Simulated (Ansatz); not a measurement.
# C3FN3Sn: the cost of one run

Program: Ansatz 0.2.0, Gaussian basis. Level of theory: the settings change from run to run. These are calculated values, not measurements.

**1. The geometry**

The geometry comes from an earlier relaxation with PBE0-D4 in a triple-zeta def2 set; it is a stationary point, not always the lowest conformer. Sn takes a core potential in def2 sets; no spin-orbit term is included.

8 atoms, charge 0, spin multiplicity 1.

Atoms are counted from 1 here; the program's logs count them from 0.

Bond lengths: N1–C2 1.151 Å, C2–Sn3 2.072 Å, Sn3–F4 1.886 Å, Sn3–C5 2.072 Å, Sn3–C7 2.072 Å, C5–N6 1.151 Å, C7–N8 1.151 Å. Angles: N1–C2–Sn3 179.1°, C2–Sn3–F4 107.5°, C2–Sn3–C5 111.4°, C2–Sn3–C7 111.4°, F4–Sn3–C5 107.5°, F4–Sn3–C7 107.5°, C5–Sn3–C7 111.4°, Sn3–C5–N6 179.1°, Sn3–C7–N8 179.1°.

**2. CAM-B3LYP/def2-TZVP**

Options: atoms shaken by 0.03 Å, a grid of angular degree 11.

Input file in.yaml:

```yaml
crystal:
  periodic: [false, false, false]
  atoms:
    - {symbol: N, position_ang: [2.440794, 0.222543, 1.926381]}
    - {symbol: C, position_ang: [1.632275, 0.153550, 1.136294]}
    - {symbol: Sn, position_ang: [0.197948, 0.054337, -0.338735]}
    - {symbol: F, position_ang: [1.021811, 0.105496, -1.952771]}
    - {symbol: C, position_ang: [-1.161149, 1.604699, -0.151369]}
    - {symbol: N, position_ang: [-1.883865, 2.450888, -0.024228]}
    - {symbol: C, position_ang: [-0.816880, -1.852539, -0.251076]}
    - {symbol: N, position_ang: [-1.337758, -2.827939, -0.175976]}
basis:
  gaussian: {orbitals: def2-TZVP, final_grid: {core_spheres: 5, valence_spheres: 4, degree: 11}}
hamiltonian: {xc: {name: CAM-B3LYP}}
```

On the command line:

```sh
$ ansatz run in.yaml --threads 4 --pin off --events-out ev --progress --plain --max-ram 11315MiB
```

Q: Estimate wall time and peak memory on 4 threads of Arm Neoverse V1, shared host.

About 3.8 s, with a peak of 0.68 GiB.
